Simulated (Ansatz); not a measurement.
# LiSe6: the cost of one run

Method: DFT PBE, scalar-relativistic, plane waves, PAW, in Ansatz 0.2.0.

## (1) The system as given

Symmetry: P6/mmm, No. 191, hexagonal system. Conventional cell: a = 5.842 Å, b = 5.842 Å, c = 4.951 Å, α = 90.00°, β = 90.00°, γ = 120.00°. Li (site symmetry 6/mmm) is surrounded by 12 Se at 3.15 Å. Se (site symmetry m2m) has 3 Se at 1.94 to 1.95 Å as nearest neighbours.

Structure file:

```cif
data_structure
_symmetry_space_group_name_H-M 'P 1'
_symmetry_Int_Tables_number 1
_cell_length_a 5.8425
_cell_length_b 5.8425
_cell_length_c 4.9507
_cell_angle_alpha 90.000
_cell_angle_beta 90.000
_cell_angle_gamma 120.000
_cell_volume 146.35
loop_
_atom_site_label
_atom_site_type_symbol
_atom_site_fract_x
_atom_site_fract_y
_atom_site_fract_z
_atom_site_occupancy
Li1 Li 0.00000 0.00000 0.00000 1
Se1 Se 0.00000 0.33361 0.50000 1
Se2 Se 0.66639 0.66639 0.50000 1
Se3 Se 0.33361 0.00000 0.50000 1
Se4 Se 0.00000 0.66639 0.50000 1
Se5 Se 0.33361 0.33361 0.50000 1
Se6 Se 0.66639 0.00000 0.50000 1
```

A structure generator made this guess: species swapped into a database cell of LiC6 (P6/mmm, No. 191), with Se on the C sites. Its size is a rough estimate.

## (2) The guess as it stands, on a coarse mesh

input.yaml

```yaml
crystal:
  lattice:
    - [5.84249614, 0.0, 0.0]
    - [-2.92124807, 5.05975008, 0.0]
    - [0.0, 0.0, 4.95067308]
  atoms:
    - { symbol: Li, position: [0.0, 0.0, 0.0] }
    - { symbol: Se, position: [0.0, 0.33361241, 0.5] }
    - { symbol: Se, position: [0.66638759, 0.66638759, 0.5] }
    - { symbol: Se, position: [0.33361241, 0.0, 0.5] }
    - { symbol: Se, position: [0.0, 0.66638759, 0.5] }
    - { symbol: Se, position: [0.33361241, 0.33361241, 0.5] }
    - { symbol: Se, position: [0.66638759, 0.0, 0.5] }
basis:
  ecutwfc: 420
kpoints:
  mp_grid: { grid: [3, 3, 4] }
hamiltonian:
  xc: pbe
scf:
  occupations: { method: gaussian, width: 0.1 }
  lower_state_search: "off"
output:
  forces: true
  stress: true
  eigenvalues: true
```

Started as:

```bash
$ ansatz run input.yaml --threads 1 --pin off --max-ram 2048MiB --backend cpu --events-out ev --progress --plain --runs-dir out
```

**Question.** How long does this run take on 1 thread of Intel Xeon Platinum 8259CL at 2.50GHz (Skylake/Cascade Lake), shared host, and how much memory does it need?

About 6.5 s, with a peak of 0.47 GiB.
